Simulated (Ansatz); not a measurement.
**K+ with Si₂H₆: structure and interaction energy**

How do K+ and Si₂H₆ sit together, how strongly do they interact, and which methods get it right?

Program: Ansatz 0.2.0, Gaussian basis. Level of theory: PBE0-D4 structure, single points in def2-TZVPPD. These are calculated values, not measurements.

Levels: PBE-D4, revPBE-D4, BLYP-D4, r2SCAN-D4, B97M-V, PBE0-D4, B3LYP-D4, HSE06-D4, wB97X-V, wB97M-V, B2PLYP, Hartree-Fock, MP2, CCSD, CCSD(T). The reference is CCSD(T) extrapolated to the basis limit. For elements past Ar these valence bases correlate outer-core shells poorly and lack relativity, so that limit is rough.

Correlated methods freeze the cores. The outer core shell of Li, Na, Mg and K is correlated. B3LYP uses VWN-RPA correlation. B2PLYP carries no dispersion term here.

163 further runs of the same task are left out: 163 set aside as unsound or not needed. Runs told in other sessions of the task aren't counted.

## Step 1: The starting structure

The pair, from a GFN2-xTB docking trial: 9 atoms, charge 1, spin multiplicity 1.

Atoms are counted from 1 here; the program's logs count them from 0.

Bond lengths: Si2–Si3 2.331 Å, Si2–H4 1.464 Å, Si2–H5 1.463 Å, Si2–H6 1.461 Å, Si3–H7 1.477 Å, Si3–H8 1.515 Å, Si3–H9 1.464 Å. Angles: Si3–Si2–H4 107.3°, Si3–Si2–H5 108.4°, Si3–Si2–H6 108.2°, H4–Si2–H5 110.4°, H4–Si2–H6 111.0°, H5–Si2–H6 111.4°, Si2–Si3–H7 113.9°, Si2–Si3–H8 110.8°, Si2–Si3–H9 117.1°, H7–Si3–H8 103.1°, H7–Si3–H9 106.0°, H8–Si3–H9 104.6°.

As a file:

```
atom    x (Å)    y (Å)    z (Å)
  K1   0.0421   0.0022  -4.5311
 Si2  -0.3471  -0.3387   1.6898
 Si3   0.3407   0.3418  -0.4304
  H4  -1.7628  -0.7003   1.5927
  H5   0.4511  -1.5002   2.0824
  H6  -0.1533   0.7768   2.6130
  H7  -0.4490   1.4587  -0.9869
  H8   0.1331  -0.7637  -1.4449
  H9   1.7452   0.7235  -0.5846
```

Atoms 1 to 1 are fragment A (K+), the rest fragment B (Si₂H₆).

## Step 2: A first relaxation in a small basis

Input file pre/in.yaml:

```yaml
crystal:
  periodic: [false, false, false]
  atoms:
    - {symbol: K, position_ang: [0.042100, 0.002200, -4.531100]}
    - {symbol: Si, position_ang: [-0.347100, -0.338700, 1.689800]}
    - {symbol: Si, position_ang: [0.340700, 0.341800, -0.430400]}
    - {symbol: H, position_ang: [-1.762800, -0.700300, 1.592700]}
    - {symbol: H, position_ang: [0.451100, -1.500200, 2.082400]}
    - {symbol: H, position_ang: [-0.153300, 0.776800, 2.613000]}
    - {symbol: H, position_ang: [-0.449000, 1.458700, -0.986900]}
    - {symbol: H, position_ang: [0.133100, -0.763700, -1.444900]}
    - {symbol: H, position_ang: [1.745200, 0.723500, -0.584600]}
basis:
  gaussian: {orbitals: def2-SVP}
total_charge: 1
hamiltonian: {xc: pbe, dispersion: d4}
relax: {f_tol: 0.03, max_steps: 250}
```

Started as:

```console
ansatz run in.yaml --threads 4 --pin off --events-out ev --progress --plain --max-ram 9574MiB
```

After this run come: Relaxation at PBE0-D4; wB97X-V/def2-TZVPPD; wB97M-V/def2-TZVPPD; B2PLYP/def2-TZVPPD; B97M-V/def2-TZVPPD; CCSD(T)/def2-TZVPPD; MP2/def2-QZVPPD; Hartree-Fock/STO-3G; SPW92/def2-SVP; wB97M-V/def2-SVP; CCSD(T)/def2-SVP; Vibrations of the pair.

Q: Predict the outcome of this session. Wanted: interaction energy, CCSD(T)/CBS; of it Hartree-Fock; D4 term of PBE0-D4; shortest contact; lowest wavenumber.

The runs gave:

```
                        quantity          value
 interaction energy, CCSD(T)/CBS  -29.73 kJ/mol
of it Hartree-Fock (basis limit)  -25.93 kJ/mol
              D4 term of PBE0-D4   -8.77 kJ/mol
                shortest contact   K1–H8 3.24 Å
               lowest wavenumber       60i cm⁻¹
```

**Reading.** The pair is bound by 29.73 kJ/mol at fixed fragment shapes. Hartree-Fock gives 87 % of it, so electrostatics, induction and charge transfer lead. The functionals run from wB97X-V, off by +0.04 kJ/mol, to BLYP-D4, off by -16.73 kJ/mol, against CCSD(T)/CBS. By rung, the mean size of the error is: GGA 13.78, meta-GGA 0.85, hybrid 11.04, screened hybrid 8.00, range-separated hybrid 0.35, double hybrid 1.36 kJ/mol. The double hybrids carry no dispersion term here, unlike the levels marked D4 or V. PBE-D4 gives an interaction energy 9.91 kJ/mol too low, an error of 33 % of the reference. CCSD(T) moves by -1.34 kJ/mol from triple zeta to the limit; gaps between functionals far smaller than that don't rank them. An imaginary mode remains, so this is not a true minimum. A lower arrangement may exist.
